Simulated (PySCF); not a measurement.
# C₄H₅ClN₂Si: electronic excitations

What electronic excitations should C₄H₅ClN₂Si (`N#C[SiH](C#N)CCCl`) show?

The runs use PySCF 2.14.0, with density-fitted response routines of our own; the level of theory stands in each step. All values are computed, except where a source is named. Atoms are numbered from 0 throughout.

**1. Starting geometry**

13 atoms, charge 0, multiplicity 1; geometry from: GFN2-xTB.

Bonds of the start (Å): N0–C1 1.14, C1–Si2 1.87, Si2–C3 1.87, C3–N4 1.14, Si2–C5 1.91, C5–C6 1.52, C6–Cl7 1.79, Si2–H8 1.46, C5–H9 1.09, C5–H10 1.09, C6–H11 1.09, C6–H12 1.09.

**2. Excited states and response: B3LYP/def2-SVPD**

The job: settings as JSON, then the geometry in Å.

```
{"job": {"kind": "uv", "xc": "B3LYP", "basis": "def2-SVPD", "nstates": 8, "ntriplets": 3}, "charge": 0, "multiplicity": 1}
N      1.508090    -1.000630     2.466775
C      1.260162    -0.337254     1.567569
Si     0.814226     0.730056     0.098236
C      2.321141     0.623381    -1.005747
N      3.242493     0.573360    -1.683125
C     -0.621375    -0.131252    -0.820128
C     -1.701754    -0.588130     0.141530
Cl    -2.157535     0.756210     1.227035
H      0.605326     2.113733     0.507947
H     -1.051555     0.558664    -1.548308
H     -0.266793    -1.000772    -1.378583
H     -2.608523    -0.902483    -0.375776
H     -1.348292    -1.394398     0.784847
```

With the program's defaults for keys left out, this is: TDDFT B3LYP/def2-SVPD, vertical, gas phase, core orbitals frozen in the response.

The run is started by

```console
$ OMP_NUM_THREADS=1 python probes_run.py task.json out
```

This one command runs all jobs of the session in turn.

What will the session give for the following? lowest singlet (B3LYP/def2-SVPD); brightest single state of those computed; lowest triplet. Wanted: lowest singlet; brightest single state of those computed; lowest triplet.

**Answer**, as computed:

| quantity | value |
| --- | --- |
| lowest singlet (B3LYP/def2-SVPD) | 6.58 eV (188 nm), f = 0.006 |
| brightest single state of those computed | state 2, 6.68 eV, f = 0.027 |
| lowest triplet | 5.89 eV |

What this shows: The first singlet state (HOMO→LUMO 0.94) lies at 6.58 eV and is weak; of the 8 states computed, the strongest absorption comes from state 2 at 6.68 eV. The lowest triplet lies 0.69 eV below the lowest singlet (triplets in Tamm-Dancoff, singlets in full TDDFT).
